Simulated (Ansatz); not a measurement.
Consider a rigid torsion scan of ClH7N2Si2, SMILES N[SiH](Cl)N[SiH3] (the Python package of Ansatz (0.2.0)).

`torsion_clh7n2si2.py`
```python
"""Rigid torsion scan of ClH7N2Si2."""

import ansatz as az
from ase import Atoms

atoms = Atoms(["N", "Si", "Cl", "N", "Si", "H", "H", "H", "H", "H", "H", "H"], positions=[
    (-1.8555, -0.4288, 0.9627),
    (-0.2258, -0.3613, 0.8162),
    (0.4874, 0.5993, 2.4317),
    (-0.0861, 0.5576, -0.5904),
    (1.3502, 0.3418, -1.3389),
    (-2.2, 0.6052, 0.961),
    (-2.1115, -0.7428, 1.8755),
    (0.2983, -1.7277, 0.6885),
    (-0.8734, 0.1978, -1.1605),
    (2.4313, 0.8119, -0.3992),
    (1.5096, -1.0731, -1.6708),
    (1.3526, 1.1649, -2.5417),
])

# relax first, so that the scan starts from a minimum
first = (
    az.Crystal.molecule_from_ase(atoms).calculation()
    .basis(gaussian="def2-SVP")
    .functional("R2SCAN0")
    .relax(force_tolerance=0.02, max_steps=80)
)
atoms.positions = first.run(threads=1, pin="off").report["positions_ang"]

start = atoms.get_dihedral(0, 1, 3, 4)
energies = {}
for turn in range(0, 360, 40):
    turned = atoms.copy()
    turned.set_dihedral(0, 1, 3, 4, start + turn, indices=[3, 4, 8, 9, 10, 11])
    model = az.Crystal.molecule_from_ase(turned).calculation()
    model = model.basis(gaussian="def2-SVP")
    model = model.functional("R2SCAN0")
    energies[round((start + turn) % 360)] = model.run(threads=1, pin="off").report["free_energy_ev"]
floor = min(energies.values())
print("dihedral N0-Si1-N3-Si4 (deg)   E - E(min) (eV)")
for angle, e in sorted(energies.items()):
    print(f"{angle:8d} {(e - floor):14.3f}  " + "#" * int(30 * (e - floor) / max(max(energies.values()) - floor, 1e-9)))
```

Where along the turn do the lowest and the highest point lie, and how far apart are they?

The lowest point is at 138° and the highest at 58°, 0.232 eV (22.4 kJ/mol) above it, with the rest of the molecule held.

The run itself:

Output of `python torsion_clh7n2si2.py`:
```text
dihedral N0-Si1-N3-Si4 (deg)   E - E(min) (eV)
      18          0.150  ###################
      58          0.232  ##############################
      98          0.117  ###############
     138          0.000
     178          0.110  ##############
     218          0.230  #############################
     258          0.190  ########################
     298          0.069  ########
     338          0.018  ##
```

The scan is rigid and the energies are electronic, in a modest basis. With rigid groups the curve can differ much from the relaxed path, the start wasn't checked as a minimum of this torsion, and equivalent turns needn't return to the same energy. Timing: 5.9 min on 1 thread of Arm Neoverse V1, with other jobs on the host, peak memory 0.38 GiB.
